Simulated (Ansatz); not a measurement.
Below is the output of a Python script on Ansatz's Python interface that makes a calculation of the elastic constants of NaHF2, space group R-3m. Write a script that gives it. Settings (first run): LDA, PAW, the default cutoff (420 eV here), 8×8×8 k-points, fixed occupations.

```xyz
4
Lattice="1.7370 1.0029 4.5833 -1.7370 1.0029 4.5833 0.0000 -2.0057 4.5833" Properties=species:S:1:pos:R:3 pbc="T T T"
Na    0.0000    0.0000    0.0000
H     0.0000    0.0000    6.8750
F     0.0000    0.0000    5.7420
F     0.0000    0.0000    8.0080
```

```console
$ python elastic.py
relaxed volume 43.871 A^3
[[ 52.5  25.4  38.5  -1.5   0.    0. ]
 [ 25.4  52.5  38.5   1.5   0.    0. ]
 [ 38.3  38.3 118.1   0.    0.    0. ]
 [ -1.4   1.4   0.    5.    0.    0. ]
 [  0.    0.    0.    0.    5.   -1.4]
 [  0.    0.    0.    0.   -1.5  13.6]]
Voigt stress of the unstrained cell (GPa, tension positive): [ 0.018  0.018 -0.001  0.     0.     0.   ]
smallest eigenvalue of C: 4.7 GPa; stable: True
K = 43.2, G = 10.4, E = 29.0 GPa, Poisson ratio 0.388, K/G = 4.14
```

The script that was run (others could print the same):

The script, `elastic.py`:
```python
"""Elastic constants of NaHF2."""

from dataclasses import replace
import warnings

import ansatz as az
import numpy as np

warnings.simplefilter("ignore", az.DeckWarning)

structure = (
    az.Lattice.of([1.737, 1.00286, 4.58333], [-1.737, 1.00286, 4.58333], [0.0, -2.00571, 4.58333])
    .atom("Na", [0.0, 0.0, 0.0])
    .atom("H", [0.5, 0.5, 0.5])
    .atom("F", [0.4176, 0.4176, 0.4176])
    .atom("F", [0.5824, 0.5824, 0.5824])
)

model = structure.calculation().functional("LDA").occupations(az.OccupationsMethod.FIXED).kpoints(8, 8, 8)
# first bring the cell to zero stress
rest = model.relax(cell=True).run(threads=1, backend="cpu").lattice
relaxed = az.Crystal(lattice=az.Lattice.of(rest.cell_ang))
for site in rest.sites:
    relaxed = relaxed.atom(site.symbol, site.position_frac)
model = replace(model, crystal=relaxed)
print("relaxed volume {:.3f} A^3".format(abs(np.linalg.det(rest.cell_ang))))
outcome = model.elastic("relaxed_ion").run(threads=1, backend="cpu")
elastic = outcome.elastic

print(np.array2string(np.round(elastic.c_gpa, 1) + 0.0, suppress_small=True))
print("Voigt stress of the unstrained cell (GPa, tension positive):", np.round(elastic.sigma0_gpa, 3) + 0.0)
print("smallest eigenvalue of C:", round(elastic.stability.min_eigenvalue_gpa, 1), "GPa; stable:", elastic.stability.stable)
# averaged moduli need a positive definite tensor
if elastic.stability.min_eigenvalue_gpa > 0:
    m = elastic.moduli
    print(f"K = {m.k_hill_gpa:.1f}, G = {m.g_hill_gpa:.1f}, E = {m.youngs_gpa:.1f} GPa, Poisson ratio {m.poisson:.3f}, K/G = {m.k_hill_gpa / m.g_hill_gpa:.2f}")
```

Notes:
- A positive definite tensor excludes instabilities under uniform strain alone; phonons elsewhere in the zone can still be imaginary.
- The structure is a deposited one; some such entries were measured under pressure or heat, so a shift against it needn't be the functional's error alone.
- The constants belong to the cell that was strained; where it wasn't relaxed first it may be under stress.
- It ran for 3.9 min on 1 thread of Arm Neoverse V1, with other jobs on the host, peak memory 0.47 GiB.

(A comment or docstring line of the script was reworded after the run, the code is as it ran; lines on the test bed's own set-up are left out of the output.)
